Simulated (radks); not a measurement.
# Ionisation of V⁺: one atom, several choices of exchange strength α

The task here is to estimate one member of a computed series from the others.

Method: scalar-relativistic Kohn-Sham, spin-polarised, spherical densities, point nucleus; open shells are filled with parallel spins first. Code: radks (a radial shooting solver on a logarithmic mesh, Libxc functionals) version 1.

**Starting point**

- element: vanadium (Z = 23)
- charge: +1
- electrons: 22
- configuration: [Ar] 3d4
- ion: V²⁺, [Ar] 3d3
- choices: α = 0.564; α = 0.667; α = 0.702; α = 0.755; α = 0.832; α = 0.834; α = 0.889; α = 1.014

Outer shells as boxes (Hund's rule):

V⁺
```
[Ar] core
3d [↑ ][↑ ][↑ ][↑ ][  ]
```

V²⁺
```
[Ar] core
3d [↑ ][↑ ][↑ ][  ][  ]
```

Set-up of the first run:

The run's settings:

```text
Z 23
configuration [Ar] 3d4
relativity scalar-relativistic
functional xalpha 0.564
spin polarised
nucleus point
c 137.035999084
```

Steps of the session up to this table: α = 0.564: V⁺.

One of the session's tables, all rows but one given; the rest of the session is left out.

It belongs to the step «α = 0.564: V⁺». Radial moments (bohr):

```
  level     <r>  outermost maximum (interpolated)  90 % within  nodes
  2p up  0.2761                             0.209        0.454      0
2p down  0.2757                             0.209        0.453      0
  3s up  0.9632                             0.826         1.45      2
3s down       ?                                 ?            ?      ?
  3p up   1.041                             0.853         1.62      1
3p down   1.039                             0.853         1.61      1
  3d up   1.640                             0.932         2.98      0
3d down   1.734                             0.931         3.23      0
```

Q: Estimate the row for 3s down from the others.

The run gave: <r>: 0.9623; outermost maximum (interpolated): 0.825; 90 % within: 1.45; nodes: 2. In the column «<r>» it lies between 2p up (0.2761) and 3s up (0.9632).

Limits of these values: Open shells are spherical and high-spin; term and fine-structure splittings are not resolved.
